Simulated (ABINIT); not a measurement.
The system is InSb3.

```xyz
4
Lattice="4.8064 0.0000 0.0000 0.0000 4.8064 0.0000 0.0000 0.0000 4.8064" Properties=species:S:1:pos:R:3 pbc="T T T"
Sb    2.4032    2.4032    0.0000
Sb    0.0000    2.4032    2.4032
Sb    2.4032    0.0000    2.4032
In    0.0000    0.0000    0.0000
```

The cell comes from a database or a generator and needn't be the stable form of this composition.

- Program: ABINIT 10.8.3 (patched build)
- Task: relaxation of cell and atoms
- Functional: PBEsol
- Potentials or basis: PseudoDojo NC SR PBEsol v0.4.1 standard
- Cutoff: 1088 eV
- k mesh: 4 × 4 × 4
- Occupations: fermi-dirac, width 0.05 eV
- Spin: no spin polarisation

At the start: pressure -2.3 GPa; volume 27.76 Å³/atom.

Problem. How do energy, volume and symmetry change on relaxing?

Solution. Over 5 steps the energy falls by 8.6 meV/atom and the volume is 26.63 Å³/atom (-4.1 %); space group Pm-3m (No. 221, to 0.05 Å).

The path:
```tsv
step	energy change (eV)	largest force (eV/Å)	pressure (GPa)	volume (Å³)
1	0.0000	0.0000	-2.35	111.03
2	-0.0107	0.0000	-1.97	110.24
3	-0.0343	0.0000	0.14	106.27
4	-0.0344	0.0000	-0.01	106.52
5	-0.0344	0.0000	0.00	106.51
```

Final structure:
```
CELL_PARAMETERS angstrom
4.74015 0.00000 0.00000
0.00000 4.74015 0.00000
0.00000 0.00000 4.74015
ATOMIC_POSITIONS crystal
Sb 0.50000 0.50000 0.00000
Sb 0.00000 0.50000 0.50000
Sb 0.50000 0.00000 0.50000
In 0.00000 0.00000 0.00000
```
